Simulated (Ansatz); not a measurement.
# SiBr+ (triplet): the correlation ladder, cc-pVTZ

How much of the correlation energy of SiBr+ (triplet) does each wave-function method recover here?

Method: cc-pVTZ, core rule «outside noble gas», up to 19 orbitals frozen; program: Ansatz 0.2.0, Gaussian basis.

The runs, in order: UHF; CCSD(T) on ROHF; CCSD(T) on UHF; BCCD(T) on ROHF; CISD; CCSDT(Q) on ROHF; CCSDT(Q) on UHF; CASSCF and MRCISD+Q, 10 electrons in 8 orbitals; CASSCF and NEVPT2, 10 electrons in 8 orbitals.

16 further runs of the same task are left out: 2 for a known fault of the program, 6 that didn't finish, 8 set aside as unsound or not needed.

## Step 1: What is computed

The geometry is a PBE0/def2-TZVP stationary point (not a proven minimum). No spin-orbit coupling is included. The filled d shell of Br may be among the frozen orbitals whatever the setting's name suggests; the logs give the count.

2 atoms, charge 1, spin multiplicity 3.

Atoms are counted from 1 here; the program's logs count them from 0.

Bond lengths: Si1–Br2 2.144 Å.

## Step 2: UHF

Contents of in.yaml:

```yaml
crystal:
  periodic: [false, false, false]
  atoms:
    - {symbol: Si, position_ang: [0.000000, 0.000000, 0.000000]}
    - {symbol: Br, position_ang: [0.000000, 0.000000, 2.143900]}
basis:
  gaussian: {orbitals: cc-pVTZ}
total_charge: 1
magnetization: {spin_polarized: true, initial_magnetization: 2}
hamiltonian: {xc: hf}
output: {orbitals: {seedname: orbitals}}
```

On the command line:

```console
> ansatz run in.yaml --threads 1 --pin off --events-out ev --progress --plain --max-ram 2393MiB
```

Further steps of the session: CCSD(T) on ROHF; CCSD(T) on UHF; BCCD(T) on ROHF; CISD; CCSDT(Q) on ROHF; CCSDT(Q) on UHF; CASSCF and MRCISD+Q, 10 electrons in 8 orbitals; CASSCF and NEVPT2, 10 electrons in 8 orbitals.

**Question.** What will the summary of the whole plan be? Wanted: UCCSDT(Q) below the RHF energy; RMP2 from UCCSDT(Q); UMP2 from UCCSDT(Q); RCCSD from UCCSDT(Q); RCCSD(T) from UCCSDT(Q); UCCSD(T) from UCCSDT(Q); RCCSDT(Q) from UCCSDT(Q); NEVPT2 valence from UCCSDT(Q); MRCISD+Q valence from UCCSDT(Q).

As calculated:

| quantity | value |
| --- | --- |
| UCCSDT(Q) below the RHF energy | -6.6310 eV |
| RMP2 from UCCSDT(Q) | +23.97 kcal/mol |
| UMP2 from UCCSDT(Q) | +23.59 kcal/mol |
| RCCSD from UCCSDT(Q) | +8.50 kcal/mol |
| RCCSD(T) from UCCSDT(Q) | +1.25 kcal/mol |
| UCCSD(T) from UCCSDT(Q) | +1.23 kcal/mol |
| RCCSDT(Q) from UCCSDT(Q) | +0.15 kcal/mol |
| NEVPT2 valence from UCCSDT(Q) | +29.95 kcal/mol |
| MRCISD+Q valence from UCCSDT(Q) | +2.80 kcal/mol |
| levels within 1 kcal/mol (43 meV) | RCCSDT, UCCSDT, RCCSDT(Q) |
| T1 diagnostic | 0.037 |
| effectively unpaired electrons | 2.01 |

In words: RCCSD(T) lands +1.25 kcal/mol from the yardstick (0.8 % of the correlation energy). One determinant dominates. Of the multireference levels listed MRCISD+Q valence comes nearest in total energy (+2.80 kcal/mol), which doesn't show that its space is the better one. These misses are within one basis, not against nature; the frozen cores of restricted and unrestricted runs differ, which can shift their rows.
